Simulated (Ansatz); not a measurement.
**Zn12Se12 wurtzite hole sphere (Zn₁₂H₃₀Se₁₂): structure and electronic state**

What does Zn12Se12 wurtzite hole sphere (Zn₁₂H₃₀Se₁₂) look like as a singlet, and where do its frontier electrons sit?

Program: Ansatz 0.2.0, Gaussian basis. Level of theory: RKS PBE0-D4/def2-SVP. These are calculated values, not measurements.

Plan: relaxation at PBE-D4/def2-SVP; a single point at PBE0-D4/def2-SVP.

1 further run of the same task is left out (set aside as unsound or not needed).

**1. Starting geometry**

54 atoms, charge 0, spin multiplicity 1.

Atoms are counted from 1 here; the program's logs count them from 0.

Bond lengths: Zn1–Se5 2.769 Å, Zn1–H25 1.567 Å, Zn1–H26 1.567 Å, Se2–Zn7 2.870 Å, Se2–H27 1.438 Å, Se2–H28 1.437 Å, Zn3–Se5 2.341 Å, Zn3–H29 1.561 Å, Se4–H30 1.433 Å, Se4–H31 1.440 Å, Se5–Zn6 2.501 Å, Se5–Zn15 2.502 Å, Zn6–Se8 2.774 Å, Zn6–Se10 2.502 Å, Zn6–H32 1.572 Å, Zn7–Se8 2.518 Å, Zn7–Se16 2.518 Å, Zn7–H33 1.547 Å and more. Angles: Se5–Zn1–H25 107.8°, Se5–Zn1–H26 107.7°, H25–Zn1–H26 141.4°, Zn7–Se2–H27 100.2°, Zn7–Se2–H28 100.2°, H27–Se2–H28 92.1°, Se5–Zn3–H29 154.2°, H30–Se4–H31 92.3°, Zn1–Se5–Zn3 68.5°, Zn1–Se5–Zn6 116.7°, Zn1–Se5–Zn15 116.8°, Zn3–Se5–Zn6 111.0°, Zn3–Se5–Zn15 111.1°, Zn6–Se5–Zn15 120.5°, Se5–Zn6–Se8 99.3°, Se5–Zn6–Se10 109.1°, Se5–Zn6–H32 120.4°, Se8–Zn6–Se10 99.2° and more.

The start is a GFN1-xTB geometry.

**2. Optimising with PBE-D4/def2-SVP**

in.yaml reads:

```yaml
crystal:
  periodic: [false, false, false]
  atoms:
    - {symbol: Zn, position_ang: [-0.000150, -5.118390, -0.741800]}
    - {symbol: Se, position_ang: [0.003420, -4.708610, 2.153310]}
    - {symbol: Zn, position_ang: [-0.002730, -3.103380, -2.823540]}
    - {symbol: Se, position_ang: [-2.080550, -1.200110, -3.916640]}
    - {symbol: Se, position_ang: [-0.000570, -2.352860, -0.606600]}
    - {symbol: Zn, position_ang: [-2.172110, -1.254970, -0.027810]}
    - {symbol: Zn, position_ang: [0.003430, -2.367140, 3.813810]}
    - {symbol: Se, position_ang: [-1.864040, -1.077990, 2.723570]}
    - {symbol: Zn, position_ang: [-2.690810, 1.551940, -2.821040]}
    - {symbol: Se, position_ang: [-2.039570, 1.176470, -0.603590]}
    - {symbol: Zn, position_ang: [-4.434000, 2.560390, -0.742120]}
    - {symbol: Zn, position_ang: [-2.047920, 1.181260, 3.813670]}
    - {symbol: Se, position_ang: [-4.075090, 2.354080, 2.154170]}
    - {symbol: Se, position_ang: [2.076580, -1.198700, -3.917010]}
    - {symbol: Zn, position_ang: [2.171620, -1.253170, -0.032070]}
    - {symbol: Se, position_ang: [1.868570, -1.077140, 2.720340]}
    - {symbol: Zn, position_ang: [2.686730, 1.555210, -2.821680]}
    - {symbol: Se, position_ang: [-0.002730, 2.402630, -3.915870]}
    - {symbol: Se, position_ang: [2.035570, 1.179770, -0.604590]}
    - {symbol: Zn, position_ang: [-0.001730, 2.509240, -0.029530]}
    - {symbol: Zn, position_ang: [2.053400, 1.182400, 3.812840]}
    - {symbol: Se, position_ang: [0.001950, 2.154640, 2.723810]}
    - {symbol: Zn, position_ang: [4.433870, 2.558420, -0.745300]}
    - {symbol: Se, position_ang: [4.081110, 2.351150, 2.152570]}
    - {symbol: H, position_ang: [-1.479080, -5.586280, -0.963860]}
    - {symbol: H, position_ang: [1.478420, -5.585280, -0.966800]}
    - {symbol: H, position_ang: [-1.033350, -5.472530, 2.792230]}
    - {symbol: H, position_ang: [1.035420, -5.475900, 2.794100]}
    - {symbol: H, position_ang: [-0.001790, -4.197950, -3.935800]}
    - {symbol: H, position_ang: [-3.220180, -1.858470, -3.350920]}
    - {symbol: H, position_ang: [-2.527660, -1.457890, -5.260700]}
    - {symbol: H, position_ang: [-3.526090, -2.036930, -0.188990]}
    - {symbol: H, position_ang: [0.004670, -2.953160, 5.245630]}
    - {symbol: H, position_ang: [-3.016420, -1.744340, 3.270660]}
    - {symbol: H, position_ang: [-3.638240, 2.099100, -3.934080]}
    - {symbol: H, position_ang: [-5.578920, 1.514100, -0.965070]}
    - {symbol: H, position_ang: [-4.097340, 4.074330, -0.966940]}
    - {symbol: H, position_ang: [-2.558090, 1.477520, 5.245050]}
    - {symbol: H, position_ang: [-5.255270, 1.832360, 2.787790]}
    - {symbol: H, position_ang: [-4.230040, 3.629700, 2.798300]}
    - {symbol: H, position_ang: [2.527200, -1.456000, -5.259770]}
    - {symbol: H, position_ang: [3.213910, -1.857750, -3.347150]}
    - {symbol: H, position_ang: [3.527300, -2.034400, -0.196530]}
    - {symbol: H, position_ang: [3.022460, -1.742870, 3.265240]}
    - {symbol: H, position_ang: [3.633810, 2.100560, -3.936070]}
    - {symbol: H, position_ang: [-0.003250, 2.914210, -5.261930]}
    - {symbol: H, position_ang: [-0.003960, 3.720190, -3.353250]}
    - {symbol: H, position_ang: [-0.004530, 4.072230, -0.190650]}
    - {symbol: H, position_ang: [2.563290, 1.477080, 5.244690]}
    - {symbol: H, position_ang: [0.002680, 3.486050, 3.270770]}
    - {symbol: H, position_ang: [5.573250, 1.509340, -0.970840]}
    - {symbol: H, position_ang: [4.099550, 4.072560, -0.965270]}
    - {symbol: H, position_ang: [5.262650, 1.842230, 2.794410]}
    - {symbol: H, position_ang: [4.225320, 3.633040, 2.786890]}
basis:
  gaussian: {orbitals: def2-SVP, fitting: {mean_field: def2-universal-jkfit}}
hamiltonian: {xc: pbe, dispersion: d4}
scf: {lower_state_search: "off"}
output: {orbitals: {seedname: orbitals}}
relax: {f_tol: 0.03, max_steps: 70}
```

Started as:

```sh
$ ansatz run in.yaml --threads 11 --pin off --events-out ev --progress --plain --max-ram 174080MiB --backend cuda --devices 0, --max-vram 75GiB
```

The runs that follow: Single point, PBE0-D4/def2-SVP.

**Question.** What will the summary of the whole plan be? Wanted: point group; commonest bond, hydrogen aside; HOMO, LUMO at PBE0-D4/def2-SVP; dipole at PBE-D4/def2-SVP.

**Answer**, as computed:

| quantity | value |
| --- | --- |
| point group | C1 |
| commonest bond, hydrogen aside | Se–Zn, 30 of mean length 2.535 Å |
| HOMO, LUMO at PBE0-D4/def2-SVP | -6.77, -1.18 eV |
| dipole at PBE-D4/def2-SVP | 3.40 D |

The relaxation broke 6 and made 3 bonds, so the end is another structure than the start. No usable vibrations, so a minimum isn't proven. Whether this spin is the lowest isn't tested here. The point group is read from a loosely relaxed geometry; soft torsions can leave it below the true symmetry.
